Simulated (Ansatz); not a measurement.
Task: a comparison of dispersion corrections of C3H7ClOSi, SMILES Cl[SiH]1CCCO1, with the Ansatz DFT code, driven from Python. Give the script and its output. Use (for the species named): BLYP, def2-SVP basis, multiplicity 1, D3BJ dispersion.

```xyz
13

Cl    2.9301   -0.8078    0.5739
Si    1.0246   -0.3105    1.0965
C     0.3767    1.1000    0.0389
C    -0.9377    0.4981   -0.4886
C    -0.7174   -1.0183   -0.6441
O     0.0145   -1.5120    0.4952
H     0.8588   -0.1236    2.5575
H     0.2027    2.0231    0.5981
H     1.0569    1.3079   -0.7931
H    -1.7333    0.6691    0.2496
H    -1.2556    0.9642   -1.4264
H    -0.1459   -1.2429   -1.5537
H    -1.6743   -1.5474   -0.7037
```

Script `c3h7closi.py`:
```python
"""Dispersion corrections for C3H7ClOSi."""

import ansatz as az
from ase import Atoms

params = {
    "basis_set": "def2-SVP",
}

atoms = Atoms(["Cl", "Si", "C", "C", "C", "O", "H", "H", "H", "H", "H", "H", "H"], positions=[
    [2.9301, -0.8078, 0.5739],
    [1.0246, -0.3105, 1.0965],
    [0.3767, 1.1, 0.0389],
    [-0.9377, 0.4981, -0.4886],
    [-0.7174, -1.0183, -0.6441],
    [0.0145, -1.512, 0.4952],
    [0.8588, -0.1236, 2.5575],
    [0.2027, 2.0231, 0.5981],
    [1.0569, 1.3079, -0.7931],
    [-1.7333, 0.6691, 0.2496],
    [-1.2556, 0.9642, -1.4264],
    [-0.1459, -1.2429, -1.5537],
    [-1.6743, -1.5474, -0.7037],
])
molecule = az.Crystal.molecule_from_ase(atoms)

base = molecule.calculation().basis(gaussian=params["basis_set"])
for name in ["blyp", "pbe"]:
    for correction in ("d3bj", "d4"):
        r = base.functional(name, dispersion=correction).run(threads=1, backend="cpu").report
        print(f"{name:8s} {correction:5s} total {r['free_energy_ev']:.5f} eV, of which dispersion {1000 * r['dispersion']['energy']['ev']:.2f} meV")
```

`python c3h7closi.py` gives:
```text
blyp     d3bj  total -25662.47018 eV, of which dispersion -743.72 meV
blyp     d4    total -25662.48471 eV, of which dispersion -758.25 meV
pbe      d3bj  total -25649.03221 eV, of which dispersion -345.31 meV
pbe      d4    total -25649.03158 eV, of which dispersion -344.68 meV
```

Total energies depend on the basis set; only differences at equal settings carry meaning. The geometry is a force-field or estimated start, not a minimum of this method, and the basis set is short of its limit. D4 holds the three-body term, and d3bj doesn't. It ran for 15 s on 1 thread of Arm Neoverse V2 (shared host), peak memory 0.24 GiB.
